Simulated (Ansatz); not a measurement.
# AlGa3As4: the cost of one run

Computed with Ansatz 0.2.0 (DFT PBE, scalar-relativistic, plane waves, PAW, unless a step's input says otherwise).

## 1. The system as given

It takes space group P-43m (No. 215, cubic). The conventional cell has a = 5.504 Å, b = 5.504 Å, c = 5.504 Å, α = 90.00°, β = 90.00°, γ = 90.00°. Al (site symmetry -43m) has 4 As at 2.38 Å as nearest neighbours. Ga (site symmetry -42m) is surrounded by 4 As at 2.38 Å. As (site symmetry 3m) is surrounded by 3 Ga at 2.38 Å and 1 Al at 2.38 Å.

Structure file:

```cif
data_structure
_symmetry_space_group_name_H-M 'P-43m'
_symmetry_Int_Tables_number 215
_cell_length_a 5.5041
_cell_length_b 5.5041
_cell_length_c 5.5041
_cell_angle_alpha 90.000
_cell_angle_beta 90.000
_cell_angle_gamma 90.000
_cell_volume 166.75
loop_
_atom_site_label
_atom_site_type_symbol
_atom_site_symmetry_multiplicity
_atom_site_Wyckoff_symbol
_atom_site_fract_x
_atom_site_fract_y
_atom_site_fract_z
_atom_site_occupancy
Al1 Al 1 a 0.00000 0.00000 0.00000 1
Ga1 Ga 3 c 0.00000 0.50000 0.50000 1
As1 As 4 e 0.75000 0.75000 0.25000 1
```

The start is an ordering of an alloy on its end members' structure types: elements ordered on the sites of the GaAs type, Al/Ga on Ga (P-43m, No. 215).

## 2. A first look at the guess

Contents of input.yaml:

```yaml
crystal:
  lattice:
    - [5.50410808, 0.0, 0.0]
    - [0.0, 5.50410808, 0.0]
    - [0.0, 0.0, 5.50410808]
  atoms:
    - { symbol: Al, position: [0.0, 0.0, 0.0] }
    - { symbol: Ga, position: [0.0, 0.5, 0.5] }
    - { symbol: Ga, position: [0.5, 0.0, 0.5] }
    - { symbol: Ga, position: [0.5, 0.5, 0.0] }
    - { symbol: As, position: [0.75, 0.75, 0.25] }
    - { symbol: As, position: [0.75, 0.25, 0.75] }
    - { symbol: As, position: [0.25, 0.75, 0.75] }
    - { symbol: As, position: [0.25, 0.25, 0.25] }
basis:
  ecutwfc: 420
kpoints:
  mp_grid: { grid: [4, 4, 4] }
hamiltonian:
  xc: pbe
scf:
  occupations: { method: gaussian, width: 0.1 }
  lower_state_search: "off"
output:
  forces: true
  stress: true
  eigenvalues: true
```

Run with:

```bash
> ansatz run input.yaml --threads 1 --pin off --max-ram 2560MiB --backend cpu --events-out ev --progress --plain --runs-dir out
```

What time and memory should one allow on 1 thread of Intel Xeon at 2.70GHz, shared host?

About 8.5 s, with a peak of 0.43 GiB.
